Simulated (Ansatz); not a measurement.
Runs of Ansatz 0.2.0 on Zn12H2O. The cell holds a slab with vacuum, 15 atoms: a = 5.330 Å, b = 4.947 Å, c = 23.925 Å, α = 90.00°, β = 90.00°, γ = 90.00°. 

| level | cutoff (eV) | gap on the mesh (eV) | largest force (eV/Å) | work function (eV) |
| --- | --- | --- | --- | --- |
| r2SCAN | 500 | none | 1.11 | 5.35 |
| PBE | 420 | none | 0.64 | 5.29 |
| revPBE | 420 | none | 0.68 | (c) |
| BLYP | 420 | none | (b) | (a) |
| PBEsol | 420 | none | 0.50 | 5.37 |
| LDA | 420 | none | 0.50 | 5.65 |
| RPBE | 420 | none | (d) | 5.13 |

Alike in all rows: task projected density of states; potentials or basis Ansatz PAW; no spin polarisation; cell H2O (tilted) over a bridge site of the (1 0 0) slab of Zn, cut from the database cell, not relaxed; k mesh 5 × 6 × 1; smearing fermi-dirac 0.05 eV.

Q: Fill in the values left out.

A: (a) 5.05; (b) 0.76; (c) 5.14; (d) 0.69.

Caveats: the density of states is complete only up to the lowest level of the last band computed; the PAW data sets come from PBE, with cores solved anew for the run's functional, which leaves a small shift of forces and pressure (some runs); the potentials were made for another functional, which shifts forces and pressure (some runs).

A k mesh can miss the band edges.

A gap of «none» marks a metal or a gap under the smearing width.

Not every run made on this cell is shown here.
